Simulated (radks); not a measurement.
# Ionising samarium step by step, Sm²¹⁺ to Sm⁴¹⁺

An exercise on one series of results from a longer session: the logs are not shown, and one member is left open.

Method: scalar-relativistic Kohn-Sham, PBEsol, spin-polarised, spherical densities, finite nucleus; open shells are filled with parallel spins first. Code: radks (a radial shooting solver on a logarithmic mesh, Libxc functionals) version 1.

### What is computed

* element: samarium (Z = 62)
* charges: 21 to 41
* first configuration: [Kr] 4d5
* last configuration: [Ar] 3d3

Outer shells as boxes (Hund's rule):

Sm²¹⁺
```
[Kr] core
4d [↑ ][↑ ][↑ ][↑ ][↑ ]
```

Sm⁴¹⁺
```
[Ar] core
3d [↑ ][↑ ][↑ ][  ][  ]
```

Set-up of the first run:

Input:

```text
Z 62
configuration [Kr] 4d5 5s0 5p0
relativity scalar-relativistic
functional pbe_sol,pbe_sol
spin polarised
nucleus finite rms 5.0819 fm
c 137.035999084
```

Steps of the session up to this table: Sm²¹⁺, [Kr] 4d5.

One table of the session follows, with a row left open; its other results are not shown here.

It belongs to the step «Sm²¹⁺, [Kr] 4d5». From the orbitals of this run (lengths in bohr):

```
  level     <r>  outermost maximum (interpolated)  90 % within  nodes
  4p up  0.5665                             0.541        0.812      2
4p down       ?                                 ?            ?      ?
  4d up  0.5837                             0.548        0.854      1
4d down  0.5850                             0.548        0.857      1
  5s up   1.003                              1.01         1.39      4
5s down   1.009                              1.01         1.40      4
  5p up   1.051                              1.06         1.47      3
5p down   1.057                              1.06         1.47      3
```

**Question.** Estimate the row for 4p down.

The run gave: <r>: 0.5672; outermost maximum (interpolated): 0.541; 90 % within: 0.813; nodes: 2. In the column «<r>» it lies between 4p up (0.5665) and 4d up (0.5837).

To keep in mind: Open shells are spherical and high-spin; term and fine-structure splittings are not resolved.
